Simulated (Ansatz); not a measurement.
# C2H7ClGaN: the cost of one run

Method: RKS PBE0-D4/def2-SVP, in Ansatz 0.2.0.

## Step 1: The system as given

Bond lengths: Ga1–N2 2.255 Å, N2–C3 1.453 Å, Ga1–C4 2.033 Å, Ga1–Cl6 2.112 Å, N2–H7 1.017 Å, C3–H8 1.097 Å, C3–H9 1.098 Å, C3–H10 1.095 Å, C4–H11 1.089 Å, C4–H12 1.090 Å. Angles (14 of 15 angles, heavy atoms first): Ga1–N2–C3 115.8°, N2–Ga1–C4 75.0°, N2–Ga1–Cl6 119.5°, C4–Ga1–Cl6 164.2°, Ga1–N2–H7 126.1°, C3–N2–H7 109.3°, N2–C3–H8 111.5°, N2–C3–H9 112.5°, N2–C3–H10 108.2°, Ga1–C4–H11 113.8°, Ga1–C4–H12 110.6°, H8–C3–H9 108.2°, H8–C3–H10 108.4°, H9–C3–H10 107.9°.

Structure file:

```xyz
12

Ga   -0.8792    0.1969    1.3886
N     0.8260   -0.3374    0.0130
C     0.5097   -1.2708   -1.0546
C    -0.5431    1.8736    0.2893
H     0.3677    0.9195   -0.1749
Cl   -1.7512   -1.3001    2.5958
H     1.7996   -0.4532    0.2830
H     1.1553   -1.1171   -1.9278
H     0.6034   -2.3178   -0.7388
H    -0.5291   -1.1035   -1.3594
H    -1.4260    2.2431   -0.2293
H    -0.1332    2.6668    0.9151
```

## Step 2: A restrained relaxation towards end A

Springs on the bonds that form and break draw the guess towards this end; the thresholds are loose.

input.yaml

```yaml
crystal:
  periodic: [false, false, false]
  atoms:
    - { symbol: Ga, position_ang: [-0.8792, 0.1969, 1.3886] }
    - { symbol: "N", position_ang: [0.826, -0.3374, 0.013] }
    - { symbol: C, position_ang: [0.5097, -1.2708, -1.0546] }
    - { symbol: C, position_ang: [-0.5431, 1.8736, 0.2893] }
    - { symbol: H, position_ang: [0.3677, 0.9195, -0.1749] }
    - { symbol: Cl, position_ang: [-1.7512, -1.3001, 2.5958] }
    - { symbol: H, position_ang: [1.7996, -0.4532, 0.283] }
    - { symbol: H, position_ang: [1.1553, -1.1171, -1.9278] }
    - { symbol: H, position_ang: [0.6034, -2.3178, -0.7388] }
    - { symbol: H, position_ang: [-0.5291, -1.1035, -1.3594] }
    - { symbol: H, position_ang: [-1.426, 2.2431, -0.2293] }
    - { symbol: H, position_ang: [-0.1332, 2.6668, 0.9151] }
basis:
  gaussian: { orbitals: def2-SVP }
hamiltonian:
  xc: pbe0
  dispersion: d4
relax:
  f_tol: 0.15
  max_steps: 25
  restrain:
    - { distance: [4, 1], at: 2.32, k: 30.0 }
    - { distance: [0, 1], at: 1.93, k: 30.0 }
    - { distance: [4, 3], at: 1.07, k: 30.0 }
output:
  orbitals: {}
```

Run with:

```console
ansatz run input.yaml --threads 4 --pin off --max-ram 5120MiB --backend cpu --events-out ev --progress --plain --runs-dir out
```

**Question.** How long does this run take on 4 threads of Arm Neoverse N1, shared host, and how much memory does it need?

About 86 s, with a peak of 0.36 GiB.
